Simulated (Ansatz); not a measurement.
# AsHF+ (triplet): the correlation ladder, cc-pVTZ

Aim: climb from Hartree-Fock through coupled cluster and multireference methods for AsHF+ (triplet) at one geometry and basis, and see what each rung misses.

The runs use Ansatz 0.2.0, Gaussian basis; cc-pVTZ, core rule «outside noble gas», up to 15 orbitals frozen.

The runs, in order: UHF; CCSD(T) on ROHF; CCSD(T) on UHF; BCCD(T) on ROHF; CCSDT(Q) on ROHF; CCSDT(Q) on UHF; CASSCF and MRCISD+Q, 12 electrons in 9 orbitals; CASSCF and NEVPT2, 12 electrons in 9 orbitals.

7 further runs of the same task are left out: 2 for a known fault of the program, 5 set aside as unsound or not needed. Runs told in other sessions of the task aren't counted.

## 1. The system

The geometry is a PBE0/def2-TZVP stationary point (not a proven minimum) of the parent state, kept for this charge and spin. No spin-orbit coupling is included. The filled d shell of As may be among the frozen orbitals whatever the setting's name suggests.

3 atoms, charge 1, spin multiplicity 3.

Atoms are counted from 1 here; the program's logs count them from 0.

Bond lengths: F1–As2 1.800 Å, As2–H3 1.675 Å. Angles: F1–As2–H3 180.0°.

Coordinates:

```xyz
3
AsFH
F     0.0000    0.0000    1.7587
As    0.0000    0.0000   -0.0416
H     0.0000    0.0000   -1.7171
```

In the tables R marks a restricted open-shell determinant and U an unrestricted one; 'valence' is the active space of 12 electrons in 9 orbitals; energies count from the table's Hartree-Fock row.

## 2. UHF

Input file in.yaml:

```yaml
crystal:
  periodic: [false, false, false]
  atoms:
    - {symbol: F, position_ang: [0.000000, 0.000000, 1.758700]}
    - {symbol: As, position_ang: [0.000000, 0.000000, -0.041600]}
    - {symbol: H, position_ang: [0.000000, 0.000000, -1.717100]}
basis:
  gaussian: {orbitals: cc-pVTZ}
total_charge: 1
magnetization: {spin_polarized: true, initial_magnetization: 2}
hamiltonian: {xc: hf}
output: {orbitals: {seedname: orbitals}}
```

Launch:

```console
$ ansatz run in.yaml --threads 1 --pin off --events-out ev --progress --plain --max-ram 4096MiB --backend cpu
```

What it wrote:

```text
Functional definition: HF
  name "HF"
  cite "Fock, Z. Phys. 61, 126 (1930) doi:10.1007/BF01340294"
  parent pbe
  exchange = exact_x
  correlation = 0
725 factors; their error is unknown
mean field evaluation 1: about -63497.2278 eV, gradient 4.9e1 eV
mean field evaluation 2: about -63494.4182 eV, gradient 5.9e1 eV
mean field evaluation 4: about -63505.7025 eV, gradient 1.7e0 eV
mean field evaluation 8: about -63505.7548 eV, gradient 1.5e-1 eV
mean field evaluation 16: about -63498.9749 eV, gradient 4.9e1 eV
mean field evaluation 32: about -63505.8330 eV, gradient 8.3e0 eV
mean field evaluation 64: about -63503.2870 eV, gradient 3.6e0 eV
mean field evaluation 96: about -63505.2896 eV, gradient 3.1e0 eV
mean field evaluation 128: about -63505.7553 eV, gradient 8.5e-2 eV
mean field -63507.50580049 eV, -2333.8577912345 hartree, gradient 2.0e-5 eV, S^2 2.049640; 1 other end points of the search recorded, 0 dependent functions left out
reference -63507.50580049 eV, -2333.8577912345 hartree; 22, 20 occupied and 65, 67 virtual orbitals, 725 factors
Total energy: -63507.50580049 eV, -2333.8577912345 hartree
```

It took 2.6 s on 1 thread of AMD EPYC 7R13, shared host.

From the report: ⟨S²⟩ of the determinant 2.050 (pure triplet: 2.00).

## 3. CCSD(T) on ROHF

in.yaml, as its differences from that of step 2:

```diff
@@ -9,4 +9,3 @@
 total_charge: 1
-magnetization: {spin_polarized: true, initial_magnetization: 2}
-hamiltonian: {xc: hf}
-output: {orbitals: {seedname: orbitals}}
+magnetization: {spin_polarized: false, initial_magnetization: 2}
+correlation: {method: ccsd_t, electrons: outside_noble_gas}
```

Same command.

What it wrote (excerpt; [...] marks lines left out):

```text
Functional definition: HF
  name "HF"
  cite "Fock, Z. Phys. 61, 126 (1930) doi:10.1007/BF01340294"
  parent pbe
[...]
550 factors; integrals over basis functions are off by at most 1.4e-3 eV
[...]
mean field -63507.13340263 eV, -2333.8441058656 hartree, gradient 7.3e-6 eV, S^2 2.000000; 15 other end points of the search recorded, 0 dependent functions left out
[...]
determinant -63507.13340263 eV, -2333.8441058656 hartree, with singles and doubles -63517.36235969 eV, -2334.2200131040 hartree
determinant -63505.86253510 eV, -2333.7974023453 hartree, with singles and doubles -63516.35958537 eV, -2334.1831618275 hartree
determinant -63503.37335814 eV, -2333.7059267791 hartree, with singles and doubles -63512.67207513 eV, -2334.0476483258 hartree
determinant -63503.21057358 eV, -2333.6999445569 hartree, with singles and doubles -63512.55529318 eV, -2334.0433566682 hartree
determinant -63502.04923343 eV, -2333.6572660937 hartree, with singles and doubles -63511.24674817 eV, -2333.9952685259 hartree
15 core orbitals not correlated: weight in the atoms' cores, before any rotation towards them, 0.999 or more for the frozen orbitals, at most 0.001 for the correlated occupied ones
reference -63507.13340263 eV, -2333.8441058656 hartree; 7, 5 occupied and 65, 67 virtual orbitals, 550 factors
second order -9.78312447 eV of doubles, -0.18021351 eV of singles
cycle   1  -10.17865951 eV  change    -1.0e0 eV  update   2.2e-2
[...]
cycle  11  -10.20569244 eV  change    4.6e-6 eV  update   7.3e-6
perturbative correction -0.43158878 eV, -0.0158605950 hartree
Total energy: -63517.77068385 eV, -2334.2350187402 hartree
```

It took 18 s on 1 thread of AMD EPYC 7R13, shared host; peak memory 0.32 GiB.

From the report: correlation -10.6373 eV; T1 0.036; largest double amplitude 0.07.

## 4. CCSD(T) on UHF

in.yaml, as its differences from that of step 3:

```diff
@@ -9,3 +9,3 @@
 total_charge: 1
-magnetization: {spin_polarized: false, initial_magnetization: 2}
+magnetization: {spin_polarized: true, initial_magnetization: 2}
 correlation: {method: ccsd_t, electrons: outside_noble_gas}
```

The command is unchanged.

What it wrote (excerpt; [...] marks lines left out):

```text
Functional definition: HF
  name "HF"
  cite "Fock, Z. Phys. 61, 126 (1930) doi:10.1007/BF01340294"
  parent pbe
[...]
550 factors; integrals over basis functions are off by at most 1.4e-3 eV
[...]
mean field -63507.50646455 eV, -2333.8578156382 hartree, gradient 7.0e-6 eV, S^2 2.049640; 10 other end points of the search recorded, 0 dependent functions left out
determinant -63507.50646455 eV, -2333.8578156382 hartree, with singles and doubles -63517.37502798 eV, -2334.2204786553 hartree
determinant -63506.50718599 eV, -2333.8210928284 hartree, with singles and doubles -63516.29212083 eV, -2334.1806825515 hartree
determinant -63504.13540191 eV, -2333.7339313714 hartree, with singles and doubles -63512.49025751 eV, -2334.0409666515 hartree
determinant -63503.88978458 eV, -2333.7249051009 hartree, with singles and doubles -63512.40232851 eV, -2334.0377353204 hartree
15 core orbitals not correlated: weight in the atoms' cores, before any rotation towards them, 0.999 or more for the frozen orbitals, at most 0.001 for the correlated occupied ones
reference -63507.50646455 eV, -2333.8578156382 hartree; 7, 5 occupied and 65, 67 virtual orbitals, 550 factors
second order -9.45960466 eV of doubles, -0.00000000 eV of singles
cycle   1  -9.82986879 eV  change    -1.1e0 eV  update   2.0e-2
[...]
cycle  10  -9.85334873 eV  change    9.0e-6 eV  update   1.1e-5
perturbative correction -0.40630525 eV, -0.0149314425 hartree
Total energy: -63517.76611853 eV, -2334.2348509676 hartree
```

Run time: 28 s. Hardware: 1 thread of AMD EPYC 7R13, shared host; peak memory 0.31 GiB.

From the report: ⟨S²⟩ of the determinant 2.050 (pure triplet: 2.00); correlation -10.2597 eV; T1 0.032; largest double amplitude 0.07.

## 5. BCCD(T) on ROHF

in.yaml, as its differences from that of step 4:

```diff
@@ -9,3 +9,3 @@
 total_charge: 1
-magnetization: {spin_polarized: true, initial_magnetization: 2}
-correlation: {method: ccsd_t, electrons: outside_noble_gas}
+magnetization: {spin_polarized: false, initial_magnetization: 2}
+correlation: {method: bccd_t, electrons: outside_noble_gas}
```

Launch:

```console
$ ansatz run in.yaml --threads 2 --pin off --events-out ev --progress --plain --max-ram 24576MiB --backend cuda --devices 0, --max-vram 18GiB
```

What it wrote (excerpt; [...] marks lines left out):

```text
Functional definition: HF
  name "HF"
  cite "Fock, Z. Phys. 61, 126 (1930) doi:10.1007/BF01340294"
  parent pbe
[...]
550 factors; integrals over basis functions are off by at most 1.4e-3 eV
[...]
mean field -63507.13340263 eV, -2333.8441058656 hartree, gradient 7.3e-6 eV, S^2 2.000000; 15 other end points of the search recorded, 0 dependent functions left out
[...]
determinant -63507.13340263 eV, -2333.8441058656 hartree, with singles and doubles -63517.36235800 eV, -2334.2200130420 hartree
determinant -63505.86253510 eV, -2333.7974023453 hartree, with singles and doubles -63516.35958282 eV, -2334.1831617340 hartree
determinant -63503.37335814 eV, -2333.7059267791 hartree, with singles and doubles -63512.67207223 eV, -2334.0476482191 hartree
determinant -63503.21057358 eV, -2333.6999445569 hartree, with singles and doubles -63512.55529045 eV, -2334.0433565679 hartree
determinant -63502.04923343 eV, -2333.6572660937 hartree, with singles and doubles -63511.24675219 eV, -2333.9952686736 hartree
15 core orbitals not correlated: weight in the atoms' cores, before any rotation towards them, 0.999 or more for the frozen orbitals, at most 0.001 for the correlated occupied ones
reference -63507.13340263 eV, -2333.8441058656 hartree; 7, 5 occupied and 65, 67 virtual orbitals, 550 factors
second order -9.78312447 eV of doubles, -0.18021351 eV of singles
cycle   1  -10.10518526 eV  change   -9.2e-1 eV  update   3.8e-2
[...]
cycle  13  -10.15533810 eV  change    3.2e-7 eV  update   4.9e-6
perturbative correction -0.48245291 eV, -0.0177298174 hartree
Total energy: -63517.77119364 eV, -2334.2350374746 hartree
```

Wall time 8 s (1 × H100 (card shared with other runs) with 2 threads of AMD EPYC 7R13, shared host); peak host memory 0.81 GiB.

From the report: correlation -10.6378 eV; largest double amplitude 0.07.

## 6. CCSDT(Q) on ROHF

in.yaml, as its differences from that of step 5:

```diff
@@ -10,2 +10,2 @@
 magnetization: {spin_polarized: false, initial_magnetization: 2}
-correlation: {method: bccd_t, electrons: outside_noble_gas}
+correlation: {method: ccsdt_q, electrons: outside_noble_gas}
```

Launched as before.

What it wrote (excerpt; [...] marks lines left out):

```text
Functional definition: HF
  name "HF"
  cite "Fock, Z. Phys. 61, 126 (1930) doi:10.1007/BF01340294"
  parent pbe
[...]
1005 factors; integrals over basis functions are off by at most 2.0e-7 eV
[...]
mean field -63507.13347467 eV, -2333.8441085130 hartree, gradient 2.2e-6 eV, S^2 2.000000; 14 other end points of the search recorded, 0 dependent functions left out
[...]
determinant -63507.13347467 eV, -2333.8441085130 hartree, with singles and doubles -63517.36244979 eV, -2334.2200164150 hartree
determinant -63505.86260607 eV, -2333.7974049535 hartree, with singles and doubles -63516.35967578 eV, -2334.1831651499 hartree
determinant -63503.37343363 eV, -2333.7059295536 hartree, with singles and doubles -63512.67216999 eV, -2334.0476518119 hartree
determinant -63503.21065013 eV, -2333.6999473700 hartree, with singles and doubles -63512.55538672 eV, -2334.0433601058 hartree
determinant -63502.04930554 eV, -2333.6572687435 hartree, with singles and doubles -63511.24686287 eV, -2333.9952727411 hartree
15 core orbitals not correlated: weight in the atoms' cores, before any rotation towards them, 0.999 or more for the frozen orbitals, at most 0.001 for the correlated occupied ones
reference -63507.13347467 eV, -2333.8441085130 hartree; 7, 5 occupied and 65, 67 virtual orbitals, 1005 factors
second order -9.78314949 eV of doubles, -0.18021382 eV of singles
cycle   1  -9.71167479 eV  change    2.6e-1 eV  update   1.4e-1
[...]
cycle  22  -10.66095041 eV  change    5.4e-7 eV  update   1.1e-6
perturbative correction -0.01222332 eV, -0.0004491989 hartree
Total energy: -63517.80664841 eV, -2334.2363404132 hartree
```

Run time: 23 s. Hardware: 1 × H100 (card shared with other runs) with 2 threads of AMD EPYC 7R13, shared host; peak host memory 1.2 GiB.

From the report: correlation -10.6732 eV; T1 0.038; largest double amplitude 0.08.

## 7. CCSDT(Q) on UHF

in.yaml, as its differences from that of step 6:

```diff
@@ -9,3 +9,3 @@
 total_charge: 1
-magnetization: {spin_polarized: false, initial_magnetization: 2}
+magnetization: {spin_polarized: true, initial_magnetization: 2}
 correlation: {method: ccsdt_q, electrons: outside_noble_gas}
```

The command is unchanged.

What it wrote (excerpt; [...] marks lines left out):

```text
Functional definition: HF
  name "HF"
  cite "Fock, Z. Phys. 61, 126 (1930) doi:10.1007/BF01340294"
  parent pbe
[...]
1005 factors; integrals over basis functions are off by at most 2.0e-7 eV
[...]
mean field -63507.50653708 eV, -2333.8578183035 hartree, gradient 2.7e-6 eV, S^2 2.049640; 12 other end points of the search recorded, 0 dependent functions left out
determinant -63507.50653708 eV, -2333.8578183035 hartree, with singles and doubles -63517.37511773 eV, -2334.2204819533 hartree
determinant -63506.50725647 eV, -2333.8210954187 hartree, with singles and doubles -63516.29220780 eV, -2334.1806857474 hartree
determinant -63504.13548039 eV, -2333.7339342553 hartree, with singles and doubles -63512.49035093 eV, -2334.0409700844 hartree
determinant -63503.88985873 eV, -2333.7249078258 hartree, with singles and doubles -63512.40242112 eV, -2334.0377387237 hartree
15 core orbitals not correlated: weight in the atoms' cores, before any rotation towards them, 0.999 or more for the frozen orbitals, at most 0.001 for the correlated occupied ones
reference -63507.50653708 eV, -2333.8578183035 hartree; 7, 5 occupied and 65, 67 virtual orbitals, 1005 factors
second order -9.45962812 eV of doubles, -0.00000000 eV of singles
cycle   1  -9.36101685 eV  change    9.9e-2 eV  update   1.3e-1
[...]
cycle  25  -10.29463165 eV  change    8.1e-7 eV  update   5.3e-7
perturbative correction -0.03400928 eV, -0.0012498178 hartree
Total energy: -63517.83517800 eV, -2334.2373888564 hartree
```

Run time: 33 s. Hardware: 1 × H100 (card shared with other runs) with 2 threads of AMD EPYC 7R13, shared host; peak host memory 1.1 GiB.

From the report: ⟨S²⟩ of the determinant 2.050 (pure triplet: 2.00); correlation -10.3286 eV; T1 0.035; largest double amplitude 0.08.

## 8. CASSCF and MRCISD+Q, 12 electrons in 9 orbitals

in.yaml, as its differences from that of step 7:

```diff
@@ -9,3 +9,3 @@
 total_charge: 1
-magnetization: {spin_polarized: true, initial_magnetization: 2}
-correlation: {method: ccsdt_q, electrons: outside_noble_gas}
+magnetization: {spin_polarized: false, initial_magnetization: 2}
+correlation: {method: fic_mrcisd_q, electrons: outside_noble_gas, active_space: {window: {electrons: 12, orbitals: 9}, shells: [{species: As, l: s, shell: 4}, {species: As, l: p, shell: 4}, {species: F, l: s, shell: 2}, {species: F, l: p, shell: 2}, {species: H, l: s, shell: 1}]}}
```

Same command.

What it wrote (excerpt; [...] marks lines left out):

```text
Functional definition: HF
  name "HF"
  cite "Fock, Z. Phys. 61, 126 (1930) doi:10.1007/BF01340294"
  parent pbe
[...]
1005 factors; integrals over basis functions are off by at most 2.0e-7 eV
[...]
mean field -63507.13347467 eV, -2333.8441085130 hartree, gradient 2.2e-6 eV, S^2 2.000000; 13 other end points of the search recorded, 0 dependent functions left out
reference -63507.13347467 eV, -2333.8441085130 hartree; 22, 20 occupied and 65, 67 virtual orbitals, 1005 factors
state -63509.31395221 eV, -2333.9242395846 hartree
contracted CI cycle   1: correlation 0.00000000 eV, 0.0000000000 hartree, residual 3.85e1 eV
contracted CI cycle   2: correlation -7.45731377 eV, -0.2740512263 hartree, residual 6.93e0 eV
contracted CI cycle   3: correlation -7.76245087 eV, -0.2852648077 hartree, residual 1.78e0 eV
contracted CI cycle   4: correlation -7.78658106 eV, -0.2861515761 hartree, residual 5.88e-1 eV
contracted CI cycle   5: correlation -7.78928340 eV, -0.2862508851 hartree, residual 1.85e-1 eV
contracted CI cycle   6: correlation -7.78954199 eV, -0.2862603880 hartree, residual 5.69e-2 eV
contracted CI cycle   7: correlation -7.78956742 eV, -0.2862613226 hartree, residual 1.76e-2 eV
contracted CI cycle   8: correlation -7.78956984 eV, -0.2862614116 hartree, residual 5.54e-3 eV
contracted CI cycle   9: correlation -7.78957008 eV, -0.2862614205 hartree, residual 1.79e-3 eV
contracted CI cycle  10: correlation -7.78957011 eV, -0.2862614215 hartree, residual 5.82e-4 eV
state -63509.31395221 eV, -2333.9242395846 hartree; corrected -63517.66675734 eV, -2334.2311995115 hartree
Total energy: -63517.66675734 eV, -2334.2311995115 hartree
Checks for a lower state left out: starts, orbital_swaps
```

It took 8.5 s on 1 × H100 (card shared with other runs) with 2 threads of AMD EPYC 7R13, shared host; peak host memory 0.86 GiB.

From the report: 1,760 determinants; active occupations 2.00, 2.00, 1.99, 1.96, 1.96, 1.01, 1.01, 0.04, 0.04.

## 9. CASSCF and NEVPT2, 12 electrons in 9 orbitals

Input file in.yaml:

```yaml
crystal:
  periodic: [false, false, false]
  atoms:
    - {symbol: F, position_ang: [0.000000, 0.000000, 1.758700]}
    - {symbol: As, position_ang: [0.000000, 0.000000, -0.041600]}
    - {symbol: H, position_ang: [0.000000, 0.000000, -1.717100]}
basis:
  gaussian: {orbitals: cc-pVTZ}
total_charge: 1
magnetization: {spin_polarized: false, initial_magnetization: 2}
correlation: {method: sc_nevpt2, electrons: outside_noble_gas, active_space: {window: {electrons: 12, orbitals: 9}, shells: [{species: As, l: s, shell: 4}, {species: As, l: p, shell: 4}, {species: F, l: s, shell: 2}, {species: F, l: p, shell: 2}, {species: H, l: s, shell: 1}]}}
```

Launch:

```console
$ ansatz run in.yaml --threads 1 --pin off --events-out ev --progress --plain --max-ram 4096MiB --backend cpu
```

What it wrote (excerpt; [...] marks lines left out):

```text
Functional definition: HF
  name "HF"
  cite "Fock, Z. Phys. 61, 126 (1930) doi:10.1007/BF01340294"
  parent pbe
[...]
1005 factors; integrals over basis functions are off by at most 2.0e-7 eV
[...]
mean field -63507.13347467 eV, -2333.8441085130 hartree, gradient 2.2e-6 eV, S^2 2.000000; 13 other end points of the search recorded, 0 dependent functions left out
reference -63507.13347467 eV, -2333.8441085130 hartree; 22, 20 occupied and 65, 67 virtual orbitals, 1005 factors
state -63509.31395221 eV, -2333.9242395846 hartree
state -63509.31395221 eV, -2333.9242395846 hartree; corrected -63516.41144011 eV, -2334.1850674540 hartree
Total energy: -63516.41144011 eV, -2334.1850674540 hartree
Checks for a lower state left out: starts, orbital_swaps
```

Run time: 11 s. Hardware: 1 thread of AMD EPYC 7R13, shared host.

From the report: 1,760 determinants; active occupations 2.00, 2.00, 1.99, 1.96, 1.96, 1.01, 1.01, 0.04, 0.04.

## 10. Natural occupations

Natural occupations of the CASSCF valence state about the gap (report; correlated orbitals 3 to 9): 1.993, 1.962, 1.961, 1.008, 1.006, 0.039, 0.036. The count of effectively unpaired electrons, Σ n²(2 − n)², is 2.02; a single determinant of this spin has 2.

## 11. Misses and costs

No level here is safe as a reference; RCCSDT(Q) serves as a yardstick only. Rows without a time are mean-field rows or come out of runs for another level: lower rungs of the coupled-cluster runs, CASSCF and MRCISD of the multireference runs, or the Hartree-Fock search.

| method | energy from the lowest ROHF (kJ/mol) | from RCCSDT(Q) (kJ/mol) | time |
| --- | --- | --- | --- |
| ROHF | 0.0 | +1029.8 |  |
| UHF | -36.0 | +993.8 |  |
| RMP2 | -961.3 | +68.5 |  |
| UMP2 | -948.7 | +81.1 |  |
| RCCSD | -984.7 | +45.1 |  |
| UCCSD | -986.7 | +43.1 |  |
| RCCSD(T) | -1026.3 | +3.5 | 18 s |
| UCCSD(T) | -1025.9 | +3.9 | 28 s |
| BCCD(T) | -1026.4 | +3.4 | 8 s (GPU) |
| RCCSDT | -1028.6 | +1.2 |  |
| UCCSDT | -1029.3 | +0.5 |  |
| RCCSDT(Q) | -1029.8 | 0 | 23 s (GPU) |
| UCCSDT(Q) | -1032.6 | -2.8 | 33 s (GPU) |
| CASSCF valence | -210.4 | +819.4 |  |
| NEVPT2 valence | -895.2 | +134.6 | 11 s |
| MRCISD valence | -962.0 | +67.8 |  |
| MRCISD+Q valence | -1016.3 | +13.5 | 8.5 s (GPU) |

Some runs used a GPU and others CPU threads alone; cost is compared among the CPU runs only.

## 12. Summary of results

| quantity | value |
| --- | --- |
| RCCSDT(Q) from the ROHF energy | -10.6732 eV |
| RMP2 from RCCSDT(Q) | +68.5 kJ/mol |
| UMP2 from RCCSDT(Q) | +81.1 kJ/mol |
| RCCSD from RCCSDT(Q) | +45.1 kJ/mol |
| RCCSD(T) from RCCSDT(Q) | +3.5 kJ/mol |
| UCCSD(T) from RCCSDT(Q) | +3.9 kJ/mol |
| UCCSDT(Q) from RCCSDT(Q) | -2.8 kJ/mol |
| NEVPT2 valence from RCCSDT(Q) | +134.6 kJ/mol |
| MRCISD+Q valence from RCCSDT(Q) | +13.5 kJ/mol |
| T1 diagnostic | 0.036 |
| effectively unpaired electrons | 2.02 |

**Reading.** RCCSD(T) lands +3.5 kJ/mol from the yardstick (0.3 % of the correlation energy). One determinant dominates.
